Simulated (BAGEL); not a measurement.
# GeN2H4 (SMILES [NH2][Ge][NH2]): a chain of runs

Aim: the energy (HF/def2-SV(P)), then the energy (NEVPT2(2,2)/def2-SV(P)), then a single-point energy (CASPT2(2,2)/def2-SV(P)) of GeN2H4. 

The calculation is run with BAGEL 1.2.2.

2 further runs of the same task are left out: 2 set aside as unsound or not needed.

## Step 1: The system as given

GeN2H4: 7 atoms, total charge 0, spin state singlet. As SMILES, `[NH2][Ge][NH2]`. One bond was lengthened or shortened from a relaxed shape.

Bond lengths: N1–Ge2 1.827 Å, Ge2–N3 1.827 Å, N1–H4 1.157 Å, N1–H5 1.008 Å, N3–H6 1.008 Å, N3–H7 1.006 Å. Angles: N1–Ge2–N3 97.3°, Ge2–N1–H4 120.9°, Ge2–N1–H5 126.9°, Ge2–N3–H6 126.9°, Ge2–N3–H7 120.9°, H4–N1–H5 112.3°, H6–N3–H7 112.3°.

## Step 2: A single-point energy at HF/def2-SV(P) (density fitting with svp-jkfit) (run 1)

Input file calc.json:

```json
{ "bagel": [

{
  "title": "molecule",
  "basis": "def2-sv_p_.json",
  "df_basis": "svp-jkfit",
  "geometry": [
    { "atom": "N", "xyz": [ -1.98836794,  0.23528602, -1.15281230 ] },
    { "atom": "Ge", "xyz": [  0.10922806, -2.27748281, -0.05412554 ] },
    { "atom": "N", "xyz": [  2.49859777, -0.25056257,  1.39623926 ] },
    { "atom": "H", "xyz": [ -3.83595506, -0.23432604, -2.22307381 ] },
    { "atom": "H", "xyz": [ -1.73911306,  2.11102817, -0.93114743 ] },
    { "atom": "H", "xyz": [  2.49273962,  1.65333650,  1.46653708 ] },
    { "atom": "H", "xyz": [  4.02417367, -0.99832719,  2.24945061 ] }
  ]
},
{
  "title": "hf"
},
{
  "title": "print",
  "file": "orbitals.molden",
  "orbitals": true
}

]}
```

The basis set def2-SV(P) is read from a file made from the Basis Set Exchange's data (not shown).

Started as:

```bash
BAGEL_NUM_THREADS=1 BAGEL calc.json > calc.out
```

Log:

```text
* using 1 threads per process

  ===============================================================
  ===============================================================

  *** Geometry ***

[... 20 lines left out ...]
  === Nuclear Repulsion ===
   185.6645664784

      * DIIS with orbital gradients will be used.

  === RHF iteration (def2-sv_p_.json) ===
      0      -2185.97262845          0.02486164           0.05
      1      -2186.12721295          0.01713743           0.04
      2      -2186.22927730          0.00148455           0.04
[... 10 lines of this table left out ...]
     13      -2186.23105616          0.00000001           0.04
    * SCF iteration converged.

    * Permanent dipole moment:
           (   -0.012755,    -0.600916,    -0.036220) a.u.

    * METHOD: HF                                   0.73

    * METHOD: PRINT                                0.00

  ===============================================================
```

It took 1.2 s on 1 thread of Intel Xeon 6975P-C (Granite Rapids), shared host; peak memory 0.15 GiB.

## Step 3: A single-point energy at NEVPT2(2,2)/def2-SV(P) (density fitting with svp-jkfit) (run 2)

Input file input.json:

```json
{ "bagel" : [

{
  "title" : "molecule",
  "basis" : "def2-sv_p_.json",
  "df_basis" : "svp-jkfit",
  "angstrom" : false,
  "geometry" : [
    { "atom" : "N", "xyz" : [    -1.98836794,     0.23528602,    -1.15281230 ] },
    { "atom" : "Ge", "xyz" : [     0.10922806,    -2.27748281,    -0.05412554 ] },
    { "atom" : "N", "xyz" : [     2.49859777,    -0.25056257,     1.39623926 ] },
    { "atom" : "H", "xyz" : [    -3.83595506,    -0.23432604,    -2.22307381 ] },
    { "atom" : "H", "xyz" : [    -1.73911306,     2.11102817,    -0.93114743 ] },
    { "atom" : "H", "xyz" : [     2.49273962,     1.65333650,     1.46653708 ] },
    { "atom" : "H", "xyz" : [     4.02417367,    -0.99832719,     2.24945061 ] }
  ]
},

{ "title" : "hf", "charge" : 0 },

{
  "title" : "nevpt2",
  "nstate" : 1,
  "nact" : 2,
  "nclosed" : 24,
  "charge" : 0,
  "active" : [21, 29],
  "maxiter" : 200,
  "natocc" : true,
  "ncore" : 11
},

{ "title" : "print", "file" : "orbitals.molden", "orbitals" : true }

]}
```

The basis set def2-SV(P) is read from a file made from the Basis Set Exchange's data (not shown).

Started as:

```bash
BAGEL_NUM_THREADS=1 BAGEL input.json > input.out
```

Log:

```text
* using 1 threads per process

  ===============================================================
  ===============================================================

  *** Geometry ***

[... 31 lines left out ...]
    * SCF iteration converged.
[... 1 line left out ...]
    * Permanent dipole moment:
[... 28 lines left out ...]
    * Second-order optimization converged. *
[... 9 lines left out ...]
     * ci vector, state   0, <S^2> = 0.0000
       2.     0.9925004649
       .2    -0.1222408573

  === DF-NEVPT2 calculation ===

    * 3-index integral transformation done
    * assembly done

      NEVPT2 correlation energy:   -0.5139705935      0.07

          (+0)     -0.4513617937
          (+0)'    -0.0260022527
          (+1)     -0.0049347493
          (+1)'    -0.0000000000
          (+2)     -0.0003304520
          (-1)     -0.0271084696
          (-1)'     0.0000000000
          (-2)     -0.0042328763

      NEVPT2 total energy:       -2186.7680464331

    * METHOD: NEVPT2                               2.43

    * METHOD: PRINT                                0.00

  ===============================================================
```

It took 3.6 s on 1 thread of Intel Xeon 6975P-C (Granite Rapids), shared host; peak memory 0.15 GiB.

## Step 4: A single-point energy at CASPT2(2,2)/def2-SV(P) (density fitting with svp-jkfit) (run 3)

Input file input.json:

```json
{ "bagel" : [

{
  "title" : "molecule",
  "basis" : "def2-sv_p_.json",
  "df_basis" : "svp-jkfit",
  "angstrom" : false,
  "geometry" : [
    { "atom" : "N", "xyz" : [ -1.98836794,  0.23528602, -1.15281230 ] },
    { "atom" : "Ge", "xyz" : [  0.10922806, -2.27748281, -0.05412554 ] },
    { "atom" : "N", "xyz" : [  2.49859777, -0.25056257,  1.39623926 ] },
    { "atom" : "H", "xyz" : [ -3.83595506, -0.23432604, -2.22307381 ] },
    { "atom" : "H", "xyz" : [ -1.73911306,  2.11102817, -0.93114743 ] },
    { "atom" : "H", "xyz" : [  2.49273962,  1.65333650,  1.46653708 ] },
    { "atom" : "H", "xyz" : [  4.02417367, -0.99832719,  2.24945061 ] }
  ]
},
{ "title" : "hf" },
{ "title" : "casscf", "nstate" : 1, "nact" : 2, "nclosed" : 24, "active" : [21, 29], "maxiter" : 200, "natocc" : true },
{ "title" : "print", "file" : "orbitals.molden", "orbitals" : true },
{ "title" : "smith", "method" : "caspt2", "ms" : true, "xms" : true, "sssr" : true, "shift" : 0.2, "shift_imag" : true, "ncore" : 11 }

]}
```

The basis set def2-SV(P) is read from a file made from the Basis Set Exchange's data (not shown).

Started as:

```bash
BAGEL_NUM_THREADS=1 BAGEL input.json > input.out
```

Log:

```text
* using 1 threads per process

  ===============================================================
  ===============================================================

  *** Geometry ***

[... 33 lines left out ...]
    * Permanent dipole moment:
[... 37 lines left out ...]
     * ci vector, state   0, <S^2> = 0.0000
[... 21 lines left out ...]
       #      aibj      arbs      arbi      airj      risj      airs      arst      rist         Etot      error   time
[... 9 lines left out ...]
      ------------------------------------------------------------------------------------------------------------------

    * CASPT2 energy : state  0    -2186.7691536379
        w/o shift correction      -2186.7667056075
        reference weight              0.8674048370

    * METHOD: SMITH                                0.39

  ===============================================================
```

Run time: 3.9 s. Hardware: 1 thread of Intel Xeon 6975P-C (Granite Rapids), shared host; peak memory 0.15 GiB.

## Step 5: Summary of results

| quantity | value |
| --- | --- |
| run 1, HF/def2-SV(P): total energy | -2186.23106 Eh |
| run 1, HF/def2-SV(P): dipole moment | 1.53 D |
| run 1, HF/def2-SV(P): HOMO energy | -9.14 eV |
| run 1, HF/def2-SV(P): LUMO energy | 2.70 eV |
| run 1, HF/def2-SV(P): HOMO–LUMO gap | 11.84 eV |
| run 2, NEVPT2(2,2)/def2-SV(P): total energy | -2186.76805 Eh |
| run 3, CASPT2(2,2)/def2-SV(P): total energy | -2186.76915 Eh |
